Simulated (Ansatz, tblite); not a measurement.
# The cluster Sn2Br4: a ladder of methods and basis sets

One table from this session's results is given with a row withheld; the runs are named, their logs left out.

Program: Ansatz 0.2.0, Gaussian basis. Level of theory: as each input shows. These are calculated values, not measurements.

The runs, in order: GFN1-xTB, GFN2-xTB, PBE-D4/def2-TZVP, r2SCAN-D4/def2-TZVP, B3LYP-D4/def2-TZVP, LC-ωPBE/def2-TZVP, r2SCANh-D4/def2-TZVP, PBE-D4/def2-SVP, PBE0-D4/def2-SVP, PBE0-D4/def2-TZVPD, PBE-D4/def2-TZVPD, B3LYP-D4/def2-TZVPD, MP2/def2-TZVP, RPA/def2-TZVP.

7 further runs of the same task are left out: 3 that didn't finish, 4 set aside as unsound or not needed. Runs told in other sessions of the task aren't counted.

### The geometry

The singlet was relaxed beforehand with PBE0-D4/def2-SVP. At that level it is the lowest of the isomers that a small search found.

6 atoms, charge 0, spin multiplicity 1.

Bond lengths: Sn1–Br3 2.820 Å, Sn1–Br5 2.821 Å, Sn1–Br6 2.547 Å, Sn2–Br3 2.761 Å, Sn2–Br4 2.578 Å, Sn2–Br5 2.760 Å. Angles: Br3–Sn1–Br5 82.9°, Br3–Sn1–Br6 94.8°, Br5–Sn1–Br6 94.7°, Br3–Sn2–Br4 91.9°, Br3–Sn2–Br5 85.1°, Br4–Sn2–Br5 91.9°, Sn1–Br3–Sn2 85.7°, Sn1–Br5–Sn2 85.7°.

Sn takes a core potential in the def2 sets. No spin-orbit coupling is included.

PBE0-D4/def2-TZVP was run before; its log isn't repeated, and its numbers join the tables.

Set-up of the first run:

Tight binding, by tblite at 300 K electronic temperature and without a spin-polarisation term:

```python
tblite.interface.Calculator('GFN1-xTB', numbers, positions, charge=0, uhf=0).singlepoint()
```

Tight binding, by tblite at 300 K electronic temperature and without a spin-polarisation term:

```python
tblite.interface.Calculator('GFN2-xTB', numbers, positions, charge=0, uhf=0).singlepoint()
```

start.molden holds the orbitals of an earlier run on this state, given as this run's starting guess.

Input file in.yaml:

```yaml
crystal:
  periodic: [false, false, false]
  atoms:
    - {symbol: Sn, position_ang: [-0.381794, 1.159331, -0.975388]}
    - {symbol: Sn, position_ang: [0.699942, -1.214659, 1.780107]}
    - {symbol: Br, position_ang: [-1.759081, -0.701728, 0.634280]}
    - {symbol: Br, position_ang: [0.985701, 1.250658, 2.476934]}
    - {symbol: Br, position_ang: [1.711716, -0.716257, -0.739031]}
    - {symbol: Br, position_ang: [-1.256484, 0.222665, -3.176912]}
basis:
  gaussian: {orbitals: def2-TZVP, initial_orbitals: start.molden}
hamiltonian: {xc: pbe, dispersion: d4}
scf: {omitted_lower_state_checks: [starts]}
output: {orbitals: {seedname: orbitals}}
```

Run with:

```
> ansatz run in.yaml --threads 4 --pin off --events-out ev --progress --plain --max-ram 4787MiB
```

Among the steps run: PBE-D4/def2-TZVP; r2SCAN-D4/def2-TZVP; B3LYP-D4/def2-TZVP; LC-ωPBE/def2-TZVP; r2SCANh-D4/def2-TZVP; PBE-D4/def2-SVP; PBE0-D4/def2-SVP; PBE0-D4/def2-TZVPD; PBE-D4/def2-TZVPD; B3LYP-D4/def2-TZVPD; MP2/def2-TZVP; RPA/def2-TZVP.

One of the session's tables, all rows but one given; the rest of the session is left out.

It belongs to the step «Binding energy». 

```
               level  binding an atom (eV)
        HF/def2-TZVP                 1.683
     PBE-D4/def2-SVP                 2.732
    PBE-D4/def2-TZVP                 2.732
   PBE-D4/def2-TZVPD                 2.731
 r2SCAN-D4/def2-TZVP                 2.668
r2SCANh-D4/def2-TZVP                 2.628
  B3LYP-D4/def2-TZVP                 2.597
 B3LYP-D4/def2-TZVPD                 2.597
    PBE0-D4/def2-SVP                 2.621
   PBE0-D4/def2-TZVP                     ?
  PBE0-D4/def2-TZVPD                 2.637
   LC-ωPBE/def2-TZVP                 2.417
       RPA/def2-TZVP                 2.215
       MP2/def2-TZVP                 2.623
```

**Question.** Estimate the row for PBE0-D4/def2-TZVP.

**Answer.** binding an atom (eV): 2.636. In the column «binding an atom (eV)» it lies between r2SCANh-D4/def2-TZVP (2.628) and PBE0-D4/def2-TZVPD (2.637).

To keep in mind: Free atoms were run apart at each level; binding is atoms less cluster, divided by the number of atoms, without zero-point or spin-orbit terms.
